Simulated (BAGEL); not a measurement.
# CH2BClO2 (SMILES OB1OC1Cl) at B3LYP/6-31G(d) (density fitting with qzvpp-jkfit, spherical functions)

Aim: the energy change on altering one bond length of CH2BClO2 at B3LYP/6-31G* (density fitting with qzvpp-jkfit, spherical functions), from 2 runs. 

Program for the calculation: BAGEL 1.2.2.

**1. The system as given**

CH2BClO2: 7 atoms, total charge 0, spin state singlet. SMILES: `OB1OC1Cl`. The shape is that of a PBE0-D4/def2-TZVP optimisation. This is one conformer, not always the lowest.

Bond lengths: O1–B2 1.333 Å, B2–O3 1.346 Å, B2–C4 1.501 Å, O3–C4 1.482 Å, C4–Cl5 1.751 Å, O1–H6 0.963 Å, C4–H7 1.084 Å. Some angles: O1–B2–O3 141.1°, O1–B2–C4 156.4°, O3–B2–C4 62.5°, B2–O3–C4 63.9°, B2–C4–O3 53.6°, B2–C4–Cl5 122.2°, O3–C4–Cl5 114.6°, B2–O1–H6 114.1°, B2–C4–H7 126.8°, O3–C4–H7 112.7°.

**2. A single-point energy at B3LYP/6-31G(d) (density fitting with qzvpp-jkfit, spherical functions)**

dft.json

```json
{ "bagel" : [

{
  "title" : "molecule",
  "basis" : "6-31gs.json",
  "df_basis" : "qzvpp-jkfit",
  "angstrom" : "true",
  "geometry" : [
    { "atom" : "O", "xyz" : [      -1.069500,       0.083800,       1.473600 ] },
    { "atom" : "B", "xyz" : [      -0.291500,      -0.110200,       0.408800 ] },
    { "atom" : "O", "xyz" : [      -0.164100,      -0.913600,      -0.663800 ] },
    { "atom" : "C", "xyz" : [       0.832700,       0.177100,      -0.543800 ] },
    { "atom" : "Cl", "xyz" : [       0.715300,       1.412400,      -1.778600 ] },
    { "atom" : "H", "xyz" : [      -1.811400,      -0.526600,       1.535200 ] },
    { "atom" : "H", "xyz" : [       1.849700,      -0.190900,      -0.477200 ] }
  ]
},

{ "title" : "ks", "xc_func" : "b3lyp" },

{ "title" : "print", "file" : "orbitals.molden", "orbitals" : "true" }

]}
```

The basis set 6-31G* is read from a file made from the Basis Set Exchange's data (not shown).

On the command line:

```console
$ BAGEL_NUM_THREADS=1 BAGEL dft.json > dft.out
```

Output:

```text
* using 1 threads per process

  ===============================================================
  ===============================================================

  *** Geometry ***

  { "atom" : "O", "xyz" : [     -2.021062,      0.158359,      2.784700 ] },
  { "atom" : "B", "xyz" : [     -0.550855,     -0.208248,      0.772520 ] },
  { "atom" : "O", "xyz" : [     -0.310104,     -1.726454,     -1.254400 ] },
  { "atom" : "C", "xyz" : [      1.573575,      0.334670,     -1.027633 ] },
  { "atom" : "Cl", "xyz" : [      1.351721,      2.669049,     -3.361067 ] },
  { "atom" : "H", "xyz" : [     -3.423050,     -0.995130,      2.901108 ] },
  { "atom" : "H", "xyz" : [      3.495426,     -0.360749,     -0.901777 ] },

  Number of auxiliary basis functions:      468

  Since a DF basis is specified, we compute 2- and 3-index integrals:
    o Being stored without compression. Storage requirement is 0.023 GB

  Number of basis functions:       78
  Number of electrons      :       46

    * METHOD: MOLECULE                             0.36

  *** Kohn-Sham DFT ***

    * Removing 13631 points whose weight is below 1.00e-10
    * Grid points: 90711

  === Nuclear Repulsion ===
   194.5269959800

       - DIIS with orbital gradients will be used.

  === KS iteration (b3lyp / 6-31gs.json) ===
      0       -637.74531886          0.13960496           0.45
      1       -548.66636790          0.22022657           0.46
      2       -624.75994261          0.14406392           0.45
      3       -653.00388343          0.15292097           0.45
      4       -667.40385063          0.11891215           0.45
      5       -660.98002127          0.11582345           0.45
      6       -667.34576880          0.09257790           0.46
      7       -672.17936555          0.07616148           0.45
      8       -648.52370297          0.20353139           0.45
      9       -674.26395776          0.03350109           0.45
     10       -674.73169265          0.01647732           0.45
     11       -674.81268673          0.00713205           0.44
     12       -674.83284327          0.00113944           0.44
     13       -674.83330887          0.00047672           0.45
     14       -674.83340416          0.00014131           0.47
     15       -674.83341164          0.00003944           0.46
     16       -674.83341217          0.00001219           0.46
     17       -674.83341223          0.00000388           0.46
     18       -674.83341223          0.00000094           0.45
     19       -674.83341224          0.00000021           0.46
     20       -674.83341224          0.00000022           0.45
     21       -674.83341224          0.00000003           0.45
     22       -674.83341224          0.00000001           0.45
     23       -674.83341224          0.00000001           0.46
    * SCF iteration converged.

    * Permanent dipole moment:
           (    0.322137,     0.512948,    -0.733740) a.u.

    * METHOD: KS                                  11.53

    * METHOD: PRINT                                0.02

  ===============================================================
```

Run time: 12 s. Hardware: 1 thread of Arm Neoverse N1, shared host; peak memory 0.36 GiB.

**3. The distorted shape at the same level**

input.json

```json
{ "bagel" : [

{
  "title" : "molecule",
  "basis" : "6-31gs.json",
  "df_basis" : "qzvpp-jkfit",
  "angstrom" : true,
  "geometry" : [
    { "atom" : "O", "xyz" : [   -1.883056,    0.378184,    1.420323 ] },
    { "atom" : "B", "xyz" : [   -1.105056,    0.184184,    0.355523 ] },
    { "atom" : "O", "xyz" : [   -0.977656,   -0.619216,   -0.717077 ] },
    { "atom" : "C", "xyz" : [    0.019144,    0.471484,   -0.597077 ] },
    { "atom" : "Cl", "xyz" : [   -0.098256,    1.706784,   -1.831877 ] },
    { "atom" : "H", "xyz" : [   -2.624956,   -0.232216,    1.481923 ] },
    { "atom" : "H", "xyz" : [    1.849700,   -0.190900,   -0.477200 ] }
  ]
},
{ "title" : "ks", "xc_func" : "b3lyp" },
{ "title" : "print", "file" : "orbitals.molden", "orbitals" : true }

]}
```

The basis set 6-31G* is read from a file made from the Basis Set Exchange's data (not shown).

On the command line:

```console
$ BAGEL_NUM_THREADS=1 BAGEL input.json > input.out
```

Output:

```text
* using 1 threads per process

  ===============================================================
  ===============================================================

  *** Geometry ***

  { "atom" : "O", "xyz" : [     -3.558460,      0.714664,      2.684021 ] },
  { "atom" : "B", "xyz" : [     -2.088253,      0.348057,      0.671841 ] },
  { "atom" : "O", "xyz" : [     -1.847502,     -1.170149,     -1.355079 ] },
  { "atom" : "C", "xyz" : [      0.036177,      0.890976,     -1.128312 ] },
  { "atom" : "Cl", "xyz" : [     -0.185677,      3.225354,     -3.461746 ] },
  { "atom" : "H", "xyz" : [     -4.960448,     -0.438825,      2.800429 ] },
  { "atom" : "H", "xyz" : [      3.495426,     -0.360749,     -0.901777 ] },

  Number of auxiliary basis functions:      468

  Since a DF basis is specified, we compute 2- and 3-index integrals:
    o Being stored without compression. Storage requirement is 0.023 GB

  Number of basis functions:       78
  Number of electrons      :       46

    * METHOD: MOLECULE                             0.36

  *** Kohn-Sham DFT ***

    * Removing 12871 points whose weight is below 1.00e-10
    * Grid points: 91471

  === Nuclear Repulsion ===
   191.3677139920

       - DIIS with orbital gradients will be used.

  === KS iteration (b3lyp / 6-31gs.json) ===
      0       -637.20294742          0.13466209           0.47
      1       -550.01853195          0.22006837           0.45
      2       -623.58261159          0.14010322           0.45
      3       -643.68772204          0.15831551           0.46
      4       -666.06184429          0.12853685           0.46
      5       -666.99046255          0.08908807           0.45
      6       -672.89519933          0.06859444           0.45
      7       -666.67567573          0.09591927           0.45
      8       -656.07003958          0.12777982           0.46
      9       -671.95044020          0.05751841           0.48
     10       -674.47272536          0.02355386           0.47
     11       -674.58352344          0.01766906           0.46
     12       -674.57003615          0.01723210           0.45
     13       -674.66894042          0.00968547           0.46
     14       -674.70508086          0.00334949           0.45
     15       -674.70984838          0.00169428           0.46
     16       -674.71097055          0.00061853           0.46
     17       -674.71117914          0.00012488           0.45
     18       -674.71118787          0.00005039           0.45
     19       -674.71118901          0.00002599           0.45
     20       -674.71118919          0.00001255           0.46
     21       -674.71118927          0.00000601           0.45
     22       -674.71118928          0.00000190           0.45
     23       -674.71118928          0.00000072           0.45
     24       -674.71118928          0.00000085           0.45
     25       -674.71118928          0.00000017           0.46
     26       -674.71118928          0.00000007           0.46
     27       -674.71118928          0.00000005           0.46
     28       -674.71118928          0.00000004           0.46
     29       -674.71118928          0.00000001           0.47
    * SCF iteration converged.

    * Permanent dipole moment:
           (    0.771668,     0.349070,    -0.625734) a.u.

    * METHOD: KS                                  14.36

    * METHOD: PRINT                                0.02

  ===============================================================
```

Run time: 15 s. Hardware: 1 thread of Arm Neoverse N1, shared host; peak memory 0.36 GiB.

**4. Summary of results**

Level: B3LYP/6-31G* (density fitting with qzvpp-jkfit, spherical functions).

| quantity | value |
| --- | --- |
| first shape: total energy | -674.83341 Eh |
| first shape: dipole moment | 2.42 D |
| first shape: HOMO energy | -7.43 eV |
| first shape: LUMO energy | 0.42 eV |
| first shape: HOMO–LUMO gap | 7.85 eV |
| distorted shape: total energy | -674.71119 Eh |
| distorted shape: dipole moment | 2.68 D |
| distorted shape: HOMO energy | -7.24 eV |
| distorted shape: LUMO energy | -2.35 eV |
| distorted shape: HOMO–LUMO gap | 4.89 eV |
| energy change with the C4–H7 bond stretched from 1.084 to 1.950 Å | 3.326 eV |

In words: With the C4–H7 bond stretched from 1.084 to 1.950 Å the energy rises by 3.33 eV (321 kJ/mol). The first shape isn't relaxed at this level, so the change isn't measured from a minimum. A restricted reference can't describe the breaking bond well at this length.
